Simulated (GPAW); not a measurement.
# U-vdW-DF/plane waves (scalar-relativistic datasets, plane-wave cutoff 600 eV) run of BHBr (SMILES [BH]Br)

Aim: a geometry optimisation of BHBr. Input form: an ASE script.

The calculation is run with GPAW 26.7.0.

1 further run of the same task is left out (set aside as unsound or not needed).

### Step 1. The structure to begin with

BHBr: 3 atoms, total charge 0, spin state doublet. As SMILES, `[BH]Br`. All atoms were displaced at random from a relaxed shape. The run starts from this shape.

Bond lengths: B1–Br2 1.848 Å. A long bond or contact: B1–H3 1.417 Å.

### Step 2. A geometry optimisation at U-vdW-DF/plane waves (scalar-relativistic datasets, plane-wave cutoff 600 eV)

Contents of run.py:

```python
from ase.io import write
from ase.io.zmatrix import parse_zmatrix
from ase.optimize import BFGSLineSearch
from gpaw import GPAW, PW

# Set up the molecule
zmat = """
B
Br 1 r2
H 1 r3 2 a3
"""
values = dict(r2=1.847789, r3=1.417467, a3=129.17302)
system = parse_zmatrix(zmat, defs=values)
system.center(vacuum=4.5)
system.set_initial_magnetic_moments([0.5, 0.5, 0.0])

# DFT calculator
dft = GPAW(mode=PW(600),
           occupations={'name': 'marzari-vanderbilt', 'width': 0.01, 'fixmagmom': True},
           maxiter=100,
           symmetry='off',
           xc={'name': 'vdW-DF', 'backend': 'libvdwxc'},
           txt='-')
system.calc = dft

opt = BFGSLineSearch(system, trajectory='bbrh.traj')
converged = opt.run(fmax=0.02, steps=40)
print('Converged:', converged)
print(f'Final energy = {system.get_potential_energy():.5f} eV')
print(f'r(Br1-B0)               {system.get_distance(1, 0):.4f} Ang')
print(f'r(H2-B0) = {system.get_distance(2, 0):.4f} Ang')
write('relaxed.xyz', system)
```

Command:

```bash
$ OMP_NUM_THREADS=1 python run.py
```

The program printed:

```text
__  _  _
 | _ |_)|_||  |
 |__||  | ||/\| - 26.7.0

units:  Angstrom and eV
cores:  1
OpenMP: False

Versions:
  Python: 3.12.14
  ASE:    3.29.0
  Numpy:  2.5.5
  Scipy:  1.18.1
  Libxc:  7.0.0

        _gpaw.cpython-312-aarch64-linux-gnu.so

Input parameters:
  mode=PW(ecut=600.0),
  maxiter=100,
  occupations=Occupations(name='marzari-vanderbilt', width=0.01, fixmagmom=True),
  symmetry=Symmetry(point_group=False, time_reversal=False),
  xc=XC(name='vdW-DF', backend='libvdwxc')

Diagonalizing LCAO Hamiltonian
Converting LCAO to pw mode
       .----------------------------.
      /|                            |
     / |                            |
    /  |                            |
   /   |                            |
  /    |                            |
 *     |                            |
 |     |                            |
 |     |       H                    |
 |     |         B    Br            |
 |     |                            |
 |     .----------------------------.
 |    /                            /
 |   /                            /
 |  /                            /
 | /                            /
 |/                            /
 *----------------------------*

Atoms  # Å, Bohr magnetons
|   | symbol |        x |        y |        z |    initial magnetic moments |
|---|--------|----------|----------|----------|-----------------------------|
| 0 |      B | 5.395363 | 4.500000 | 4.500000 | ( 0.0000,  0.0000,  0.5000) |
| 1 |     Br | 7.243152 | 4.500000 | 4.500000 | ( 0.0000,  0.0000,  0.5000) |
| 2 |      H | 4.500000 | 5.598880 | 4.500000 | ( 0.0000,  0.0000,  0.0000) |

Unit cell  # Å
| periodic |         x |         y |        z |   lengths |    angles |
|----------|-----------|-----------|----------|-----------|-----------|
|       no | 11.743152 |  0.000000 | 0.000000 | 11.743152 | 90.000000 |
|       no |  0.000000 | 10.098880 | 0.000000 | 10.098880 | 90.000000 |
|       no |  0.000000 |  0.000000 | 9.000000 |  9.000000 | 90.000000 |

Number of symmetries: 1
Symmetry operations  # r_c * U_cc + t_c -> r_c
|   | kind |            matrix            |
|---|------|------------------------------|
| 0 |  E   |  1, 0, 0,  0, 1, 0,  0, 0, 1 |

BZ-sampling:
  Number of BZ points: 1
  Number of IBZ points: 1

  Monkhorst-Pack size: [1, 1, 1]
  Monkhorst-Pack shift: [0, 0, 0]

K-points  # in reciprocal-cell coordinates
|   |                                coordinates |     weight |
|---|--------------------------------------------|------------|
| 0 | (  0.00000000,   0.00000000,   0.00000000) | 1.00000000 |

Plane wave coefficients: 17789
Cutoff: 600.0 eV

Spin-components: 2 (collinear spins)
Bands:           9
Projectors:      13
Spin-degeneracy: 1
Datatype:        float64

  Storage: CPU
  Wave functions: 5_123_232 bytes (5_123_232 per core)
  Projectors: 7_115_600 bytes (7_115_600 per core)

Parallelization:
  kpt:    1
  domain: 1
  band:   1

Density:
  Valence electrons: 11.0
  Components: 2
  Grid points: [70 60 54]
  Charge: 0.0  # |e|

Potential:
  Grid points: [70 60 54]

species:
  B:
    name:    Boron
    Z:       5.0
    valence: 3
    core:    2
    charge:  0.0  # [|e|]
    file:    B.revPBE.gz
    compensation charges:
      type: gauss
      rc: 0.20  # [Å]
      lmax: 2
    cutoffs:
      filter: 1.14  # [Å]
      core: 1.38  # [Å]
    projectors
    | kind |    occ | energy [eV] | rcut [Å] |
    |------|--------|-------------|----------|
    |   2s |  2.000 |      -9.465 |    0.635 |
    |   2p |  1.000 |      -3.568 |    0.635 |
    |    s |        |      17.746 |    0.635 |
    |    p |        |      23.644 |    0.635 |
    |    d |        |       0.000 |    0.635 |

    Using partial waves for B as LCAO basis

  Br:
    name:    Bromine
    Z:       35.0
    valence: 7
    core:    28
    charge:  0.0  # [|e|]
    file:    Br.revPBE.gz
    compensation charges:
      type: gauss
      rc: 0.35  # [Å]
      lmax: 2
    cutoffs:
      filter: 1.98  # [Å]
      core: 2.38  # [Å]
    projectors
    | kind |    occ | energy [eV] | rcut [Å] |
    |------|--------|-------------|----------|
    |   4s |  2.000 |     -20.063 |    1.111 |
    |   4p |  5.000 |      -7.821 |    1.111 |
    |    s |        |       7.148 |    1.111 |
    |    p |        |      19.391 |    1.111 |
    |    d |        |       0.000 |    1.111 |

    Using partial waves for Br as LCAO basis

  H:
    name:    Hydrogen
    Z:       1.0
    valence: 1
    core:    0
    charge:  0.0  # [|e|]
    file:    H.revPBE.gz
    compensation charges:
      type: gauss
      rc: 0.15  # [Å]
      lmax: 2
    cutoffs:
      filter: 0.85  # [Å]
      core: 0.53  # [Å]
    projectors
    | kind |    occ | energy [eV] | rcut [Å] |
    |------|--------|-------------|----------|
    |   1s |  1.000 |      -6.547 |    0.476 |
    |    s |        |      20.664 |    0.476 |
    |    p |        |       0.000 |    0.476 |

    Using partial waves for H as LCAO basis

Reference energy: -71590.239896  # eV

eigensolver:
  PPCG
  Converge bands: occupied
  niter=2

density mixing:
  MSR1-Mixer
  Pratt-step length: 0.05
  Maximum mixing coefficient: 0.75
  Old densities: 10
  SVD Regularization: 0.005
  Good broyden scale: 1.0
  Trust region scale: 1.0
  Backstep threshold: 4.0
  History deletion threshold: 6.0
  Fourier metric: weight=20.0, sigma=0.015

occupation numbers:
  Fixed magnetic moment: 1.000
  Marzari-Vanderbilt:
    width: 0.0100  # eV

poisson solver:
  ecut: 4800.0  # eV

xc functional:
  name: vdW-DF with libvdwxc
  Mode: serial
  Semilocal: GGA_X_PBE_R+LDA_C_PW with 2 nearest neighbor stencil
  Local blocksize: 140 x 120 x 108
  PAW datasets: revPBE

Initialization done in: 3.899 s

convergence criteria:
- Maximum [total energy] change in last 3 cyles: 0.0005 eV / valence electron
[... 13 lines left out ...]
Converged in 11 steps
[... 12 lines left out ...]
  Free energy:     -51.210713
[... 2 lines left out ...]
dipole moment: (0.126598, 0.060009, -0.000007)  # |e|*Ang
[... 71 lines left out ...]
convergence criteria:
- Maximum [total energy] change in last 3 cyles: 0.0005 eV / valence electron
[... 13 lines left out ...]
Converged in 11 steps
[... 12 lines left out ...]
  Free energy:     -51.190869
[... 2 lines left out ...]
dipole moment: (-0.139894, 0.126390, -0.000011)  # |e|*Ang
[... 69 lines left out ...]
convergence criteria:
- Maximum [total energy] change in last 3 cyles: 0.0005 eV / valence electron
[... 13 lines left out ...]
Converged in 10 steps
[... 12 lines left out ...]
  Free energy:     -51.580106
[... 2 lines left out ...]
dipole moment: (-0.020595, 0.099121, 0.000003)  # |e|*Ang
[... 70 lines left out ...]
convergence criteria:
- Maximum [total energy] change in last 3 cyles: 0.0005 eV / valence electron
[... 13 lines left out ...]
Converged in 10 steps
[... 12 lines left out ...]
  Free energy:     -51.499739
[... 2 lines left out ...]
dipole moment: (0.058868, 0.113398, 0.000042)  # |e|*Ang
[... 69 lines left out ...]
convergence criteria:
- Maximum [total energy] change in last 3 cyles: 0.0005 eV / valence electron
[... 13 lines left out ...]
Converged in 10 steps
[... 12 lines left out ...]
  Free energy:     -51.628867
[... 2 lines left out ...]
dipole moment: (0.010726, 0.105073, -0.000046)  # |e|*Ang
[... 70 lines left out ...]
convergence criteria:
- Maximum [total energy] change in last 3 cyles: 0.0005 eV / valence electron
[... 13 lines left out ...]
Converged in 9 steps
[... 12 lines left out ...]
  Free energy:     -51.648468
[... 2 lines left out ...]
dipole moment: (0.032630, 0.097788, 0.000010)  # |e|*Ang
[... 61 lines left out ...]
Unit cell  # Å
| periodic |         x |         y |        z |   lengths |    angles |
|----------|-----------|-----------|----------|-----------|-----------|
|       no | 11.743152 |  0.000000 | 0.000000 | 11.743152 | 90.000000 |
|       no |  0.000000 | 10.098880 | 0.000000 | 10.098880 | 90.000000 |
|       no |  0.000000 |  0.000000 | 9.000000 |  9.000000 | 90.000000 |

Initialization done in: 3.415 s

convergence criteria:
- Maximum [total energy] change in last 3 cyles: 0.0005 eV / valence electron
- Maximum integral of absolute [dens]ity change: 0.0001 electrons / valence electron
- Maximum integral of absolute [eigenst]ate change: 4e-08 eV^2 / valence electron
maximum number of iterations: 100

SCF iterations
|iter     |     time |      energy | eigst |  dens |  magmom |
|---------|----------|-------------|-------|-------|---------|
|iter:   1| 00:04:13 |  -51.652244c| -2.83 |       |  +1.0059|
|iter:   2| 00:04:16 |  -51.652081c| -4.44 | -2.28 |  +1.0056|
|iter:   3| 00:04:20 |  -51.651323c| -4.30 | -2.31 |  +1.0034|
[... 4 lines of this table left out ...]
|iter:   8| 00:04:40 |  -51.651236c| -7.52c| -4.31c|  +1.0000|

Converged in 8 steps
SCF loop duration: 27.665 s (3.458 s/step)
Energy contributions relative to reference atoms: (reference = -71590.239896)

Energy contributions:
  Kinetic:          14.801178
  Coulomb:         -14.683039
  Zero:             -0.088941
  External:          0.000000
  Xc:              -51.680434
  Entropy:           0.000000
  Spinorbit:         0.000000
  ----------------------------
  Free energy:     -51.651236
  Extrapolated:    -51.651236

dipole moment: (0.019728, 0.096277, -0.000033)  # |e|*Ang

Total magnetic moment: (0.000000, 0.000000, 0.999996)

Local magnetic moments
|        x |        y |        z |
|----------|----------|----------|
| 0.000000 | 0.000000 | 0.171824 |  # B    0
| 0.000000 | 0.000000 | 0.060401 |  # Br   1
| 0.000000 | 0.000000 | 0.021407 |  # H    2

Fermi levels: -3.832, -4.627
Eigenvalues  # (at kpt = [0.000, 0.000, 0.000])
| band index |      eig [eV] | occ [0-1] |      eig [eV] | occ [0-1] |
|------------|---------------|-----------|---------------|-----------|
|          0 |       -20.553 |     1.000 |       -20.460 |     1.000 |
|          1 |       -12.284 |     1.000 |       -11.864 |     1.000 |
|          2 |        -9.604 |     1.000 |        -9.378 |     1.000 |
[... 5 lines of this table left out ...]
|          8 |        -0.205 |     0.000 |        -0.093 |     0.000 |

Gap: 1.889 eV
Transition (v -> c):
  (s=0, k=0, n=5, [0.00, 0.00, 0.00]) -> (s=0, k=0, n=6, [0.00, 0.00, 0.00])
No difference between direct/indirect transitions
vacuum-level: 0.345  # V

Forces  # eV/Ang
|        x |        y |        z |
|----------|----------|----------|
| -0.01049 |  0.03204 |  0.00000 |  # B    0
| -0.00965 | -0.00075 | -0.00000 |  # Br   1
|  0.02016 | -0.03136 | -0.00000 |  # H    2

Force computation time: 0.260  # s
BFGSLineSearch:    4[  6] hh:mm:ss      -51.651236       0.0373
       .----------------------------.
      /|                            |
     / |                            |
    /  |                            |
   /   |                            |
  /    |                            |
 *     |                            |
 |     |                            |
 |     |        H                   |
 |     |         B   Br             |
 |     |                            |
 |     .----------------------------.
 |    /                            /
 |   /                            /
 |  /                            /
 | /                            /
 |/                            /
 *----------------------------*

Atoms  # Å, Bohr magnetons
|   | symbol |        x |        y |        z |    initial magnetic moments |
|---|--------|----------|----------|----------|-----------------------------|
| 0 |      B | 5.298571 | 4.529344 | 4.500000 | ( 0.0000,  0.0000,  0.1718) |
| 1 |     Br | 7.197299 | 4.544700 | 4.500000 | ( 0.0000,  0.0000,  0.0604) |
| 2 |      H | 4.642709 | 5.524862 | 4.500000 | ( 0.0000,  0.0000,  0.0214) |

Unit cell  # Å
| periodic |         x |         y |        z |   lengths |    angles |
|----------|-----------|-----------|----------|-----------|-----------|
|       no | 11.743152 |  0.000000 | 0.000000 | 11.743152 | 90.000000 |
|       no |  0.000000 | 10.098880 | 0.000000 | 10.098880 | 90.000000 |
|       no |  0.000000 |  0.000000 | 9.000000 |  9.000000 | 90.000000 |

Initialization done in: 3.431 s

convergence criteria:
- Maximum [total energy] change in last 3 cyles: 0.0005 eV / valence electron
- Maximum integral of absolute [dens]ity change: 0.0001 electrons / valence electron
- Maximum integral of absolute [eigenst]ate change: 4e-08 eV^2 / valence electron
maximum number of iterations: 100

SCF iterations
|iter     |     time |      energy | eigst |  dens |  magmom |
|---------|----------|-------------|-------|-------|---------|
|iter:   1| 00:04:44 |  -51.651298c| -5.11 |       |  +0.9997|
|iter:   2| 00:04:48 |  -51.651293c| -6.70 | -3.21 |  +0.9997|
|iter:   3| 00:04:52 |  -51.651270c| -5.71 | -3.26 |  +0.9999|
|iter:   4| 00:04:56 |  -51.651269c| -7.01 | -3.79 |  +0.9999|
|iter:   5| 00:05:01 |  -51.651269c| -7.60c| -4.03c|  +1.0000|

Converged in 5 steps
SCF loop duration: 17.328 s (3.466 s/step)
Energy contributions relative to reference atoms: (reference = -71590.239896)

Energy contributions:
  Kinetic:          14.881146
  Coulomb:         -14.743324
  Zero:             -0.089007
  External:          0.000000
  Xc:              -51.700084
  Entropy:           0.000000
  Spinorbit:         0.000000
  ----------------------------
  Free energy:     -51.651269
  Extrapolated:    -51.651269

dipole moment: (0.019241, 0.096076, -0.000557)  # |e|*Ang

Total magnetic moment: (0.000000, 0.000000, 0.999983)

Local magnetic moments
|        x |        y |        z |
|----------|----------|----------|
| 0.000000 | 0.000000 | 0.171838 |  # B    0
| 0.000000 | 0.000000 | 0.060380 |  # Br   1
| 0.000000 | 0.000000 | 0.021348 |  # H    2

Fermi levels: -3.832, -4.627
Eigenvalues  # (at kpt = [0.000, 0.000, 0.000])
| band index |      eig [eV] | occ [0-1] |      eig [eV] | occ [0-1] |
|------------|---------------|-----------|---------------|-----------|
|          0 |       -20.555 |     1.000 |       -20.462 |     1.000 |
|          1 |       -12.289 |     1.000 |       -11.868 |     1.000 |
|          2 |        -9.609 |     1.000 |        -9.382 |     1.000 |
[... 5 lines of this table left out ...]
|          8 |        -0.203 |     0.000 |        -0.091 |     0.000 |

Gap: 1.887 eV
Transition (v -> c):
  (s=0, k=0, n=5, [0.00, 0.00, 0.00]) -> (s=0, k=0, n=6, [0.00, 0.00, 0.00])
No difference between direct/indirect transitions
vacuum-level: 0.345  # V

Forces  # eV/Ang
|        x |        y |        z |
|----------|----------|----------|
|  0.00094 | -0.00381 |  0.00000 |  # B    0
|  0.00185 | -0.00026 | -0.00000 |  # Br   1
| -0.00218 |  0.00383 |  0.00000 |  # H    2

Force computation time: 0.249  # s
BFGSLineSearch:    5[  7] hh:mm:ss      -51.651269       0.0044
Converged: True
Final energy = -51.65127 eV
r(Br1-B0)               1.8988 Ang
r(H2-B0) = 1.1921 Ang
```

It took 5 min on 1 thread of Arm Neoverse V1, shared host; peak memory 1.3 GiB.

The path in brief:

| step | energy from the first frame kept (eV) | largest force (eV/Å) |
| --- | --- | --- |
| 0 | 0.0000 | 3.4861 |
| 1 | -0.3694 | 1.0435 |
| 2 | -0.4182 | 0.6010 |
| 3 | -0.4378 | 0.2934 |
| 4 | -0.4405 | 0.0373 |
| 5 | -0.4406 | 0.0044 |

After the run. Bond lengths: B1–Br2 1.899 Å, B1–H3 1.192 Å. Angles: Br2–B1–H3 122.9°.

### Step 3. Summary of results

At U-vdW-DF/plane waves (scalar-relativistic datasets, plane-wave cutoff 600 eV):

| quantity | value |
| --- | --- |
| energy as printed (from the program's reference atoms) | -51.6513 eV |
| dipole moment | 0.47 D |
| HOMO energy (from the vacuum level) | -5.22 eV |
| LUMO energy (from the vacuum level) | -3.33 eV |

At the final geometry: Bond lengths: B1–Br2 1.899 Å, B1–H3 1.192 Å. Angles: Br2–B1–H3 122.9°. The optimisation took 5 steps and changed the energy by -0.441 eV.
